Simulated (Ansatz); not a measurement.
# Li3Os: the cost of one run

Computed with Ansatz 0.2.0 (DFT PBE, scalar-relativistic, plane waves, PAW, unless a step's input says otherwise).

1 further run of the same task is left out (it didn't finish).

**1. The system as given**

Symmetry: Pmmm, No. 47, orthorhombic system. The conventional cell has a = 2.667 Å, b = 3.728 Å, c = 5.226 Å, α = 90.00°, β = 90.00°, γ = 90.00°. Li (site symmetry mmm) is surrounded by 2 Os at 2.61 Å and 10 Li at 2.65 to 2.67 Å. Around Li (site symmetry mm2) lie 8 Li at 2.57 to 2.67 Å and 4 Os at 2.63 Å. Os (site symmetry mmm) has 10 Li at 2.61 to 2.63 Å and 2 Os at 2.67 Å in its first shell of neighbours.

As a file:

```cif
data_structure
_symmetry_space_group_name_H-M 'Pmmm'
_symmetry_Int_Tables_number 47
_cell_length_a 2.6668
_cell_length_b 3.7285
_cell_length_c 5.2262
_cell_angle_alpha 90.000
_cell_angle_beta 90.000
_cell_angle_gamma 90.000
_cell_volume 51.97
loop_
_atom_site_label
_atom_site_type_symbol
_atom_site_symmetry_multiplicity
_atom_site_Wyckoff_symbol
_atom_site_fract_x
_atom_site_fract_y
_atom_site_fract_z
_atom_site_occupancy
Li1 Li 1 c 0.00000 0.00000 0.50000 1
Li2 Li 2 t 0.50000 0.50000 0.75392 1
Os1 Os 1 a 0.00000 0.00000 0.00000 1
```

A structure generator made this guess: species swapped into a database cell of Mn3Fe (Pmmm, No. 47), with Li on the Mn sites and Os on the Fe sites. Lengths come from tabulated atomic sizes and are only a guess.

**2. Probe: one point on a coarse mesh**

The input, input.yaml:

```yaml
crystal:
  lattice:
    - [2.66684383, 0.0, 0.0]
    - [0.0, 3.72845901, 0.0]
    - [0.0, 0.0, 5.22617717]
  atoms:
    - { symbol: Li, position: [0.0, 0.0, 0.5] }
    - { symbol: Li, position: [0.5, 0.5, 0.75392455] }
    - { symbol: Li, position: [0.5, 0.5, 0.24607545] }
    - { symbol: Os, position: [0.0, 0.0, 0.0] }
basis:
  ecutwfc: 420
kpoints:
  mp_grid: { grid: [6, 6, 4] }
hamiltonian:
  xc: pbe
scf:
  occupations: { method: gaussian, width: 0.1 }
  lower_state_search: "off"
output:
  forces: true
  stress: true
  eigenvalues: true
```

Run with:

```
ansatz run input.yaml --threads 1 --pin off --max-ram 2560MiB --backend cpu --events-out ev --progress --plain --runs-dir out
```

What time and memory should one allow on 1 thread of Intel Xeon Platinum 8375C at 2.90GHz (Ice Lake), shared host?

About 3.2 s, with a peak of 0.34 GiB.
